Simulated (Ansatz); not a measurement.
**Os (Osmium): a relaxation**

The task is a relaxation on Os (Osmium). The structure is shown as the input types it.

Computed with Ansatz 0.2.0 (DFT, PBEsol, PAW with Ansatz's default frozen-core files, scalar-relativistic; relaxation of cell and atoms, unless a step's input says otherwise).

**1. The starting structure**

It takes space group P6_3/mmc (No. 194, hexagonal). Conventional cell: a = 2.734 Å, b = 2.734 Å, c = 4.320 Å, α = 90.00°, β = 90.00°, γ = 120.00°. Os (site symmetry -6m2) has 12 Os at 2.68 to 2.73 Å as nearest neighbours.

As a file:

```cif
data_structure
_symmetry_space_group_name_H-M 'P 1'
_symmetry_Int_Tables_number 1
_cell_length_a 2.7341
_cell_length_b 2.7341
_cell_length_c 4.3197
_cell_angle_alpha 90.000
_cell_angle_beta 90.000
_cell_angle_gamma 120.000
_cell_volume 27.96
loop_
_atom_site_label
_atom_site_type_symbol
_atom_site_fract_x
_atom_site_fract_y
_atom_site_fract_z
_atom_site_occupancy
Os1 Os 0.33333 0.66667 0.25000 1
Os2 Os 0.66667 0.33333 0.75000 1
```

**2. Input and run**

Input file input.yaml:

```yaml
crystal:
  lattice:
    - [2.73410000001, 0.0, 0.0]
    - [-1.36705, 2.36780005649, 0.0]
    - [0.0, 0.0, 4.3197]
  atoms:
    - { symbol: Os, position: [0.333333333333, 0.666666666667, 0.25] }
    - { symbol: Os, position: [0.666666666667, 0.333333333333, 0.75] }
kpoints:
  mp_grid: { grid: [14, 14, 8] }
scf:
  occupations: { method: gaussian, width: 1.0 }
  max_iter: 100
hamiltonian:
  xc: pbesol
  pseudopotentials: { kind: paw }
relax:
  f_tol: 0.002
  max_steps: 80
  cell: {}
output:
  forces: true
  stress: true
```

Run with:

```console
> ansatz run input.yaml --threads 1 --pin off --max-ram 3072MiB --backend cpu --events-out ev --progress --plain --runs-dir out
```

The log of the run:

```text
band count auto-derived: 21 (N_el = 32.0; filled up to band 16; 20 by the electrons, moments and atoms)
Engine: ansatz 0.2.0
Pseudopotentials: kind: paw
Pseudopotential: Os, paw, valence charge 16, recommended cutoff 420 eV (normal), Os.paw.azcp
Functional definition: PBEsol
  exchange = pbesol_x
  correlation = pbesol_c
Crystal: 2 atoms, lattice volume = 27.965 Å³
Basis set: ecut = 420 eV, 537 PW (Γ), exchange–correlation on 40×40×60 points (8 copies of the dense FFT grid, shifted against one another)
Bands: 21, of which v1, the nominal top of the filled ones, is band 16 counted from 1 (15 counted from 0)
Symmetry: 24 space group operations
Space group: P63/mmc (ITA 194), of the structure as read, at distance tolerance 3.0e-5 Å
k-points: 120 of 1568
Non-local potential: Os, projectors of the file, l = 0: 3, l = 1: 2, l = 2: 2, l = 3: 1
PAW form: soft (Blöchl's): semilocal exchange-correlation on the pseudo side does not see the compensation charge
PAW frozen core: Os, regenerated for the run's functional, and the local potential with it (the file was generated under x = pbe(κ = 0.804, μ = 0.2195149727645171), c = pbe(β = 0.06672455060314922))
PAW one-centre angular grid: Os, 590 points (default); XC on 64 Gauss nodes
Initial density: superposition of atomic densities (neutral atoms: chi_scale 0, normalization atom), corrected by the library's trained network
Initial wavefunctions: pseudopotential atomic-orbital guess
Functional: x = pbesol(κ = 0.804, μ = 0.12345679012345678), c = pbesol(β = 0.046)
SCF iter   1: F=—  HF=-22502.430954 eV  |F-HF|=—  |Δ(HF+E_count)|=         —  Δρ=9.69e-3  dr2=9.95e-3  ethr=1.77e-3  ⟨swp⟩=4.7  Hψ=10049  notcnv=0
preconditioner: auto → none  [metal: Δε(μ)=0.012 eV  Ē_g=8.363 eV  σ=1.000 eV  W_gap=0.01  n_scr=8 (ndim 8)  ℏωp=28.1 eV  f_vac=0.000  D(μ)=1.32/eV (n_scr^D=10)  sad-step TF]
SCF iter   2: F=—  HF=-22502.431594 eV  |F-HF|=—  |Δ(HF+E_count)|=   6.40e-4  Δρ=5.53e-3  dr2=3.18e-3  ethr=3.11e-5  ⟨swp⟩=1.3  Hψ=3746  notcnv=0
SCF iter   3: F=—  HF=-22502.431924 eV  |F-HF|=—  |Δ(HF+E_count)|=   3.30e-4  Δρ=2.25e-4  dr2=7.28e-6  ethr=9.95e-6  ⟨swp⟩=2.0  Hψ=3402  notcnv=0
SCF iter   4: F=—  HF=-22502.431943 eV  |F-HF|=—  |Δ(HF+E_count)|=   1.81e-5  Δρ=3.63e-5  dr2=1.70e-7  ethr=2.27e-8  ⟨swp⟩=2.1  Hψ=3851  notcnv=0
iter 5 did not close the SCF: its close was put off for the readings that it lacked (scf_convergence_deferred on its scf_iter line)
SCF iter   5: F=-22502.431943 eV  HF=-22502.431943 eV  |F-HF|=1.67e-10  |Δ(HF+E_count)|=  4.91e-10  Δρ=3.45e-6  dr2=9.60e-10  ethr=5.32e-10  ⟨swp⟩=2.2  Hψ=3886  notcnv=0
SCF iter   6: F=-22502.431943 eV  HF=-22502.431943 eV  |F-HF|=3.64e-12  |Δ(HF+E_count)|=  4.55e-10  Δρ=4.94e-7  dr2=2.10e-11  ethr=3.00e-12  ⟨swp⟩=1.3  Hψ=7625  notcnv=0
SCF 1 converged in 6 iterations: F = -22502.431943 eV  dr2 = 2.10e-11
relax step   1: F+E_penalty+E_count = -22502.43194252 eV  Δ(F+E_penalty+E_count) = +0.000e0 eV  max|allowed force component| = 2.128e-16 eV/Å  Δτ_max = 0.0000 Å  P = +0.144 GPa  Ω = 27.965 Å³  (6 SCF iters, dr2 threshold 1.00e-7 eV, accepted)
Crystal: 2 atoms, lattice volume = 27.978 Å³
Basis set: ecut = 420 eV, 549 PW (Γ), exchange–correlation on 40×40×60 points (8 copies of the dense FFT grid, shifted against one another)
Initial density: handed on by an earlier stage of this run
Initial wavefunctions: those handed on with the density
iter 1 solved again at ethr=9.39e-8 eV; its pass at ethr=3.10e-3 eV (dr2=3.01e-5 eV) is discarded
SCF iter   1: F=—  HF=-22502.431765 eV  |F-HF|=—  |Δ(HF+E_count)|=         —  Δρ=5.63e-4  dr2=7.32e-5  ethr=9.39e-8  ⟨swp⟩=3.0  Hψ=13514  notcnv=0
eigensolver tolerance schedule calibrated: the retry pair's looser diagonalisation under-reported the residual by θ = 0.59 (0.13/decade); ethr = c·dr2/N_el runs at the constant in force after the calibration composes with the one it found (an armed cap, an earlier calibration), c = 5.9e-2
preconditioner: auto → none  [metal: Δε(μ)=0.008 eV  Ē_g=8.340 eV  σ=1.000 eV  W_gap=0.00  n_scr=8 (ndim 8)  ℏωp=28.1 eV  f_vac=0.000  D(μ)=1.34/eV (n_scr^D=10)]
SCF iter   2: F=—  HF=-22502.431758 eV  |F-HF|=—  |Δ(HF+E_count)|=   6.86e-6  Δρ=2.00e-4  dr2=6.21e-6  ethr=9.39e-8  ⟨swp⟩=2.1  Hψ=3656  notcnv=0
iter 3 did not close the SCF: its close was put off for the readings that it lacked (scf_convergence_deferred on its scf_iter line)
SCF iter   3: F=-22502.431756 eV  HF=-22502.431756 eV  |F-HF|=4.62e-9  |Δ(HF+E_count)|=   1.48e-6  Δρ=4.37e-5  dr2=1.75e-7  ethr=1.14e-8  ⟨swp⟩=2.2  Hψ=3538  notcnv=0
iter 4 did not close the SCF: its close was put off for the readings that it lacked (scf_convergence_deferred on its scf_iter line)
SCF iter   4: F=-22502.431756 eV  HF=-22502.431756 eV  |F-HF|=6.18e-11  |Δ(HF+E_count)|=   6.17e-9  Δρ=3.29e-6  dr2=6.79e-10  ethr=3.22e-10  ⟨swp⟩=2.3  Hψ=4518  notcnv=0
iter 5 did not close the SCF: its close was put off for the readings that it lacked (scf_convergence_deferred on its scf_iter line)
SCF iter   5: F=-22502.431756 eV  HF=-22502.431756 eV  |F-HF|=4.73e-11  |Δ(HF+E_count)|=  1.06e-10  Δρ=4.71e-7  dr2=5.14e-11  ethr=1.25e-12  ⟨swp⟩=2.0  Hψ=4253  notcnv=0
SCF iter   6: F=-22502.431756 eV  HF=-22502.431756 eV  |F-HF|=3.64e-12  |Δ(HF+E_count)|=  1.46e-11  Δρ=4.80e-8  dr2=1.53e-13  ethr=1.00e-12  ⟨swp⟩=1.0  Hψ=5592  notcnv=0
SCF 2 converged in 6 iterations: F = -22502.431756 eV  dr2 = 1.53e-13
relax step   2: F+E_penalty+E_count = -22502.43175634 eV  Δ(F+E_penalty+E_count) = +1.862e-4 eV  max|allowed force component| = 1.110e-16 eV/Å  Δτ_max = 0.0000 Å  P = -0.120 GPa  Ω = 27.978 Å³  energy of the carried Pulay correction = -8.666e-6 eV  (6 SCF iters, dr2 threshold 2.00e-7 eV, rejected (line search))
Crystal: 2 atoms, lattice volume = 27.973 Å³
iter 1 solved again at ethr=2.97e-8 eV; its pass at ethr=3.10e-3 eV (dr2=9.50e-6 eV) is discarded
SCF iter   1: F=—  HF=-22502.432159 eV  |F-HF|=—  |Δ(HF+E_count)|=         —  Δρ=3.21e-4  dr2=2.38e-5  ethr=2.97e-8  ⟨swp⟩=3.0  Hψ=13519  notcnv=0
eigensolver tolerance schedule calibrated: the retry pair's looser diagonalisation under-reported the residual by θ = 0.60 (0.12/decade); ethr = c·dr2/N_el runs at the constant in force after the calibration composes with the one it found (an armed cap, an earlier calibration), c = 7.0e-2
preconditioner: auto → none  [metal: Δε(μ)=0.013 eV  Ē_g=8.347 eV  σ=1.000 eV  W_gap=0.01  n_scr=8 (ndim 8)  ℏωp=28.1 eV  f_vac=0.000  D(μ)=1.33/eV (n_scr^D=10)]
SCF iter   2: F=—  HF=-22502.432169 eV  |F-HF|=—  |Δ(HF+E_count)|=   9.74e-6  Δρ=1.14e-4  dr2=2.03e-6  ethr=2.97e-8  ⟨swp⟩=2.1  Hψ=3636  notcnv=0
SCF iter   3: F=—  HF=-22502.432168 eV  |F-HF|=—  |Δ(HF+E_count)|=   8.40e-7  Δρ=2.47e-5  dr2=5.62e-8  ethr=4.42e-9  ⟨swp⟩=2.5  Hψ=3620  notcnv=0
SCF iter   4: F=—  HF=-22502.432168 eV  |F-HF|=—  |Δ(HF+E_count)|=   1.39e-9  Δρ=1.83e-6  dr2=1.88e-10  ethr=1.22e-10  ⟨swp⟩=2.2  Hψ=4437  notcnv=0
iter 5 did not close the SCF: its close was put off for the readings that it lacked (scf_convergence_deferred on its scf_iter line)
SCF iter   5: F=-22502.432168 eV  HF=-22502.432168 eV  |F-HF|=3.64e-12  |Δ(HF+E_count)|=  4.37e-11  Δρ=5.89e-8  dr2=4.27e-13  ethr=1.00e-12  ⟨swp⟩=1.3  Hψ=2588  notcnv=0
SCF iter   6: F=-22502.432168 eV  HF=-22502.432168 eV  |F-HF|=0.00e0  |Δ(HF+E_count)|=  7.28e-12  Δρ=1.47e-8  dr2=4.52e-14  ethr=1.00e-12  ⟨swp⟩=3.2  Hψ=9463  notcnv=0
SCF 3 converged in 6 iterations: F = -22502.432168 eV  dr2 = 4.52e-14
relax step   3: F+E_penalty+E_count = -22502.43216828 eV  Δ(F+E_penalty+E_count) = -2.258e-4 eV  max|allowed force component| = 3.701e-17 eV/Å  Δτ_max = 0.0000 Å  P = -0.013 GPa  Ω = 27.973 Å³  energy of the carried Pulay correction = -4.893e-6 eV  (6 SCF iters, accepted)
Initial wavefunctions: pseudopotential atomic-orbital guess (no wavefunctions were taken with the density)
iter 1 solved again at ethr=2.95e-9 eV; its pass at ethr=3.10e-3 eV (dr2=9.44e-7 eV) is discarded
SCF iter   1: F=—  HF=-22502.432157 eV  |F-HF|=—  |Δ(HF+E_count)|=         —  Δρ=4.75e-6  dr2=9.38e-10  ethr=2.95e-9  ⟨swp⟩=3.7  Hψ=18233  notcnv=0
preconditioner: auto → none  [metal: Δε(μ)=0.012 eV  Ē_g=8.347 eV  σ=1.000 eV  W_gap=0.01  n_scr=8 (ndim 8)  ℏωp=28.1 eV  f_vac=0.000  D(μ)=1.33/eV (n_scr^D=10)]
SCF iter   2: F=—  HF=-22502.432175 eV  |F-HF|=—  |Δ(HF+E_count)|=   1.85e-5  Δρ=2.33e-6  dr2=2.01e-10  ethr=2.93e-12  ⟨swp⟩=2.1  Hψ=4562  notcnv=0
iter 3 did not close the SCF: its close was put off for the readings that it lacked (scf_convergence_deferred on its scf_iter line)
SCF iter   3: F=-22502.432175 eV  HF=-22502.432175 eV  |F-HF|=7.28e-12  |Δ(HF+E_count)|=  4.37e-11  Δρ=2.89e-7  dr2=5.78e-12  ethr=1.00e-12  ⟨swp⟩=1.0  Hψ=2528  notcnv=0
iter 4 did not close the SCF: its close was put off for the readings that it lacked (scf_convergence_deferred on its scf_iter line)
SCF iter   4: F=-22502.432175 eV  HF=-22502.432175 eV  |F-HF|=1.09e-11  |Δ(HF+E_count)|=  1.09e-11  Δρ=4.40e-8  dr2=1.55e-13  ethr=1.00e-12  ⟨swp⟩=1.0  Hψ=2520  notcnv=0
iter 5 did not close the SCF: its close was put off for the readings that it lacked (scf_convergence_deferred on its scf_iter line)
SCF iter   5: F=-22502.432175 eV  HF=-22502.432175 eV  |F-HF|=1.09e-11  |Δ(HF+E_count)|=  1.46e-11  Δρ=1.36e-8  dr2=1.82e-14  ethr=1.00e-12  ⟨swp⟩=1.0  Hψ=2520  notcnv=0
iter 6 did not close the SCF: its close was put off for the readings that it lacked (scf_convergence_deferred on its scf_iter line)
SCF iter   6: F=-22502.432175 eV  HF=-22502.432175 eV  |F-HF|=7.28e-12  |Δ(HF+E_count)|=  1.09e-11  Δρ=2.30e-9  dr2=7.35e-16  ethr=1.00e-12  ⟨swp⟩=1.0  Hψ=2520  notcnv=0
SCF iter   7: F=-22502.432175 eV  HF=-22502.432175 eV  |F-HF|=0.00e0  |Δ(HF+E_count)|=  7.28e-12  Δρ=2.70e-10  dr2=1.06e-17  ethr=1.00e-12  ⟨swp⟩=2.0  Hψ=6309  notcnv=0
SCF 4 converged in 7 iterations: F = -22502.432175 eV  dr2 = 1.06e-17
relax step   4: F+E_penalty+E_count = -22502.43217514 eV  Δ(F+E_penalty+E_count) = -6.856e-6 eV  max|allowed force component| = 9.252e-18 eV/Å  Δτ_max = 0.0000 Å  P = -0.013 GPa  Ω = 27.973 Å³  stress off target by 1.58e-2 GPa  SCF on the basis re-selected at this cell (its energy is not comparable with the rows above)  (7 SCF iters)
basis re-selected at this cell: Δ(F+E_penalty+E_count) = -6.856e-6 eV, ΔP = -0.001 GPa vs the last step (what re-selecting the basis moved, of the pressure what is left beyond the Pulay correction that the steps carried, after the strain that the cell walked since its last selection, with what the two solves' SCF thresholds leave and, on support functions, any second-order correction that the steps lacked; it is no measure of the basis error at this ecutwfc). This SCF's stress stands 1.58e-2 GPa from its target on what of the cell is left free (relax.cell.stress_tol is 5.00e-2 GPa) and its largest allowed force component is 9.25e-18 eV/Å (relax.f_tol is 2.00e-3 eV/Å): within both
SCF converged after 7 iterations
Free energy (F): -22502.432175 eV
Harris-Foulkes:  -22502.432175 eV  (|F-HF|=0.00e0)
Internal energy: -22501.765428 eV  (E = F + TS)
E sigma→0 (E₀):  -22502.098801 eV
Entropy (-TS):   -0.666747 eV (-333.374 meV/atom)
Fermi energy:    25.881154 eV
--- Per-component energies (eV) ---
  E_band       = -134.079444
  E_kinetic    = 1125.008695
  E_local      = -1572.410865  (includes V_loc(G=0)·N_el)
  E_nonlocal   = 2.748697
  E_hartree    = 651.361124
  E_xc         = -530.734990
  E_vxc        = -567.881194  (∫ρ·V_xc dr)
  E_paw        = -17759.975617  (= ΣΔE_a)
  E_vpaw       = -424.266854  (= ΣTr[D̂ρ^β])
  E_aug_tail   = -0.000171  (compensation charges beyond the density's cutoff)
  E_ewald      = -4418.258168
  E_core_change = 0.495866  (= ΣΔE_core)
  E_smearing   = -0.666747  (= −TS)
  E_closure    = -0.000000  (closes the sum)
  Σ components = -22502.432175   (vs F -22502.432175, Δ=0.00e0)
--- Forces (eV/Å), atoms counted from 1 ---
  atom   1  Os     0.00000000    -0.00000000     0.00000000
  atom   2  Os     0.00000000     0.00000000     0.00000000
  max |Σ_I F_I| component: 1.85e-17 eV/Å
--- Stress (GPa, compression-positive) ---
       -0.012245      -0.000000       0.000000
       -0.000000      -0.012245       0.000000
        0.000000       0.000000      -0.015801
  P = ⅓ Tr σ = -0.0134 GPa (-0.134 kbar)
--- Relaxed structure (3 steps of the walk, 2 accepted, 1 SCFs on fresh bases) ---
  F+E_penalty+E_count = -22502.43217514 eV   max|allowed force component| = 9.252e-18 eV/Å   (the final SCF, on the basis selected at the relaxed cell)
  cell:  # Å, volume = 27.9729 Å³
    - [2.7319864656353463, -2.8844985378527114e-12, 1.4456704317761908e-34]
    - [-1.365993232815175, 2.3659696820369143, -1.4740276075372174e-34]
    - [2.284065163719075e-34, -9.1362606548763e-35, 4.327632492387882]
  atoms:
    - { symbol: Os, position: [0.3333333333333333, 0.6666666666666666, 0.24999999999999997] }
    - { symbol: Os, position: [0.6666666666666667, 0.33333333333333337, 0.7499999999999999] }
```

Run time: 10 s. Hardware: 1 thread of Arm Neoverse V2, shared host; peak memory 0.34 GiB.

**3. A second look at the input**

The run converged and reported no error. That alone doesn't make the input a sound one.

The suspect setting: scf.occupations.method is gaussian; scf.occupations.width is 1.0. A smearing of this width stands for electrons at many thousands of kelvin; it empties bonding states and fills antibonding ones.

Run again and compare: set scf.occupations.method to fermi_dirac and scf.occupations.width to 0.1.

**4. A check with that setting changed**

Besides the cure, the input differs in scf.max_iter, output requests.

input.yaml: that of step 2 with these lines changed.

```diff
@@ -11,4 +11,3 @@
 scf:
-  occupations: { method: gaussian, width: 1.0 }
-  max_iter: 100
+  occupations: { method: fermi_dirac, width: 0.1 }
 hamiltonian:
@@ -23 +22,5 @@
   stress: true
+  write_density: true
+  write_potential: true
+  elf: true
+  volumetric_format: npy
```

Run with:

```console
> ansatz run input.yaml --threads 1 --pin off --max-ram 3072MiB --backend cpu --events-out ev --progress --plain --runs-dir out
```

The main lines of its log:

```text
[...]
Basis set: ecut = 420 eV, 537 PW (Γ), exchange–correlation on 40×40×60 points (8 copies of the dense FFT grid, shifted against one another)
[...]
k-points: 120 of 1568
[...]
SCF iter   1: F=—  HF=-22502.137505 eV  |F-HF|=—  |Δ(HF+E_count)|=         —  Δρ=1.08e-2  dr2=1.55e-2  ethr=1.77e-3  ⟨swp⟩=4.7  Hψ=9362  notcnv=0
preconditioner: auto → none  [metal: Δε(μ)=0.011 eV  Ē_g=6.894 eV  σ=0.100 eV  W_gap=0.03  n_scr=8 (ndim 8)  ℏωp=28.1 eV  f_vac=0.000  D(μ)=1.36/eV (n_scr^D=10)  sad-step TF]
SCF iter   2: F=—  HF=-22502.136822 eV  |F-HF|=—  |Δ(HF+E_count)|=   6.83e-4  Δρ=6.12e-3  dr2=4.82e-3  ethr=4.84e-5  ⟨swp⟩=1.1  Hψ=3406  notcnv=0
[...]
relax step   1: F+E_penalty+E_count = -22502.13655204 eV  Δ(F+E_penalty+E_count) = +0.000e0 eV  max|allowed force component| = 1.388e-16 eV/Å  Δτ_max = 0.0000 Å  P = -2.603 GPa  Ω = 27.965 Å³  (6 SCF iters, dr2 threshold 1.00e-7 eV, accepted)
[...]
relax step   2: F+E_penalty+E_count = -22502.13208321 eV  Δ(F+E_penalty+E_count) = +4.469e-3 eV  max|allowed force component| = 1.480e-16 eV/Å  Δτ_max = 0.0000 Å  P = +5.650 GPa  Ω = 27.446 Å³  energy of the carried Pulay correction = +2.388e-4 eV  (6 SCF iter
[...]
relax step   3: F+E_penalty+E_count = -22502.13807144 eV  Δ(F+E_penalty+E_count) = -1.519e-3 eV  max|allowed force component| = 1.203e-16 eV/Å  Δτ_max = 0.0000 Å  P = -0.063 GPa  Ω = 27.800 Å³  energy of the carried Pulay correction = +7.575e-5 eV  (6 SCF iter
[...]
relax step   4: F+E_penalty+E_count = -22502.13807422 eV  Δ(F+E_penalty+E_count) = -2.775e-6 eV  max|allowed force component| = 1.041e-16 eV/Å  Δτ_max = 0.0000 Å  P = +0.001 GPa  Ω = 27.796 Å³  energy of the carried Pulay correction = +7.762e-5 eV  (6 SCF iter
[...]
SCF iter   7: F=-22502.137998 eV  HF=-22502.137998 eV  |F-HF|=3.64e-12  |Δ(HF+E_count)|=  7.28e-12  Δρ=6.83e-10  dr2=1.40e-16  ethr=1.00e-12  ⟨swp⟩=1.0  Hψ=2400  notcnv=0
SCF iter   8: F=-22502.137998 eV  HF=-22502.137998 eV  |F-HF|=3.64e-12  |Δ(HF+E_count)|=    0.00e0  Δρ=7.77e-11  dr2=1.24e-18  ethr=1.00e-12  ⟨swp⟩=2.0  Hψ=5755  notcnv=0
[...]
relax step   5: F+E_penalty+E_count = -22502.13799820 eV  Δ(F+E_penalty+E_count) = +7.601e-5 eV  max|allowed force component| = 1.041e-16 eV/Å  Δτ_max = 0.0000 Å  P = +0.005 GPa  Ω = 27.796 Å³  stress off target by 6.48e-3 GPa  SCF on the basis re-selected at 
[...]
SCF converged after 8 iterations
Free energy (F): -22502.137998 eV
[...]
E sigma→0 (E₀):  -22502.116451 eV
[...]
Fermi energy:    26.069057 eV
[...]
  P = ⅓ Tr σ = 0.0052 GPa (0.052 kbar)
[...]
--- Relaxed structure (4 steps of the walk, 3 accepted, 1 SCFs on fresh bases) ---
[...]
```

It took 13 s on 1 thread of Arm Neoverse V2, shared host; peak memory 0.34 GiB.

Density in a lattice plane of the grid's cell (edges 2.73 and 4.31 Å, at 0.333 of the third edge), which holds Os.

Ten even steps from ' ' (0.34 e/Å³) to '@' (7.92 e/Å³):
```
                  ........      
              ..::--====--::..  
            ..::==**######++--..
            ..==**%%@@@@@@##++::
..          ::==##@@@@@@@@%%++::
            ..==**%%@@@@@@##++::
            ..::==**######++--..
              ..::--====--::..  
                  ........      
                                
                                
                                
    ....                        
  ..........                    
....::::....                    
  ..........                    
    ....                        
                                
                                
                                
```
Columns run along the first of these edges and rows up along the second, over one cell in 16 and 20 even steps from the bottom left corner. Atoms in the plane (fractional): Os at (0.67, 0.75).

ELF in the same plane.

Values, 12 rows by 8 columns:
```
0.28 0.35 0.33 0.29 0.43 0.54 0.52 0.37
0.30 0.35 0.31 0.40 0.67 0.63 0.65 0.60
0.36 0.36 0.32 0.47 0.69 0.39 0.50 0.66
0.30 0.35 0.31 0.40 0.67 0.63 0.65 0.60
0.28 0.35 0.33 0.29 0.43 0.54 0.52 0.37
0.37 0.31 0.32 0.36 0.30 0.25 0.26 0.33
0.28 0.25 0.26 0.31 0.37 0.36 0.36 0.36
0.30 0.39 0.38 0.30 0.30 0.34 0.34 0.29
0.36 0.48 0.46 0.33 0.28 0.31 0.31 0.27
0.30 0.39 0.38 0.30 0.30 0.34 0.34 0.29
0.28 0.25 0.26 0.31 0.37 0.36 0.36 0.36
0.37 0.31 0.32 0.36 0.30 0.25 0.26 0.33
```
Columns run along the first of these edges and rows up along the second, over one cell in 8 and 12 even steps from the bottom left corner. Atoms in the plane (fractional): Os at (0.67, 0.75).

Both are smooth fields of the valence electrons: close to the nuclei they are not physical.

```tsv
run	ending	energy change	pressure (GPa)	gap (eV)	force (eV/Å)	cycles	time
first try	converged	+8.8 meV/atom (σ→0)	0.0	0.00	0.00	-	10 s
second try	converged	0	0.0	0.00	0.00	32	13 s
```

**5. Summary of results**

| quantity | value |
| --- | --- |
| first try | converged |
| fault in the input | smearing far too wide |
| second try | converged |
| energy (zero set by the potentials) | -22502.1380 eV |
| pressure | 0.01 GPa |
| gap on the mesh | none (metal on this mesh) |
| largest force | 0.000 eV/Å |

Both runs converge, but the first lies +8.8 meV/atom from the second (σ→0 energies, a poor extrapolation at such a width); on mending, the final volume goes from 27.97 to 27.80 Å³. The second, on usual settings, is the one to trust of the two, though its own convergence isn't tested here.
